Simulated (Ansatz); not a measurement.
Predict the output of the script below (the Ansatz DFT code, driven from Python).

The script, `lattice_ti.py`:
```python
"""How the lattice of Ti depends on the functional."""

import warnings

import ansatz as az
import numpy as np

def edges_and_angles(cell):
    cell = np.asarray(cell)
    a, b, c = np.linalg.norm(cell, axis=1)
    cosines = cell[1] @ cell[2] / (b * c), cell[0] @ cell[2] / (a * c), cell[0] @ cell[1] / (a * b)
    return (a, b, c, *np.degrees(np.arccos(cosines)))


def main() -> None:
    warnings.simplefilter("ignore", az.DeckWarning)

    lattice = az.Lattice.of(
        (4.6, 0.0, 0.0),
        (-2.3, 3.98371686, 0.0),
        (0.0, 0.0, 2.82),
    )
    sites = [
        ("Ti", (0.0, 0.0, 0.0)),
        ("Ti", (1 / 3, 2 / 3, 0.5)),
        ("Ti", (2 / 3, 1 / 3, 0.5)),
    ]
    cell = az.Crystal(lattice=lattice)
    for symbol, position in sites:
        cell = cell.atom(symbol, position)

    calc = (
        cell.calculation()
        .basis(470)  # cutoff of the orbital basis
        .kpoints(7, 7, 10)
        .occupations(az.OccupationsMethod.COLD)  # the run then minimises F = E - TS
        .relax(cell=True, force_tolerance=0.02, max_steps=60)  # relax until the tolerances are met
    )

    levels = [("lda", "none"), ("blyp", "d3bj"), ("pbesol", "none")]
    print("level            a       b       c    alpha   beta  gamma  V/atom  steps")
    for name, dispersion in levels:
        seen = []
        run = calc.functional(name, dispersion=dispersion).session().plan()
        out = run.execute(on_event=lambda e: seen.append(e) if e["event"] == "relax_step" else None)
        cell = out.lattice.cell_ang
        label = name if dispersion == "none" else f"{name}+{dispersion}"
        print("{:13s} {:7.4f} {:7.4f} {:7.4f} {:6.2f} {:6.2f} {:6.2f}".format(label, *edges_and_angles(cell)), f"{abs(np.linalg.det(cell)) / len(out.lattice.sites):7.3f} {len(seen):5d}")


if __name__ == "__main__":
    main()
```

`python lattice_ti.py` gives:
```text
level            a       b       c    alpha   beta  gamma  V/atom  steps
lda            4.4505  4.4505  2.7703  90.00  90.00 120.00  15.840     6
blyp+d3bj      4.4049  4.4049  2.7437  90.00  90.00 120.00  15.368     6
pbesol         4.5143  4.5143  2.7982  90.00  90.00 120.00  16.461     5
```

From smallest to largest: BLYP+D3BJ (15.37 Å³ an atom, -10.8 % against the start), LDA (15.84 Å³ an atom, -8.0 % against the start) and PBEsol (16.46 Å³ an atom, -4.4 % against the start). The spread is 7.1 % in volume.

Reading the output:
- Forces vanish by symmetry, so the ions can't move, and the end may be a saddle.
- BLYP and dispersion corrections can be off by several per cent in the lattices of metals, and by several GPa in the pressure at a fixed cell.
- The mesh is modest for a metal, so energies can be off by several to tens of meV an atom and pressures by half a GPa or more; differences at equal mesh fare better.
- This isn't the structure that Ti takes at ambient conditions.
- Wall time of the script: 37 s on 1 thread of Intel(R) Xeon(R) Processor @ 2.30GHz (shared host), peak memory 0.57 GiB.

(A comment or docstring line of the script was reworded after the run, the code is as it ran.)
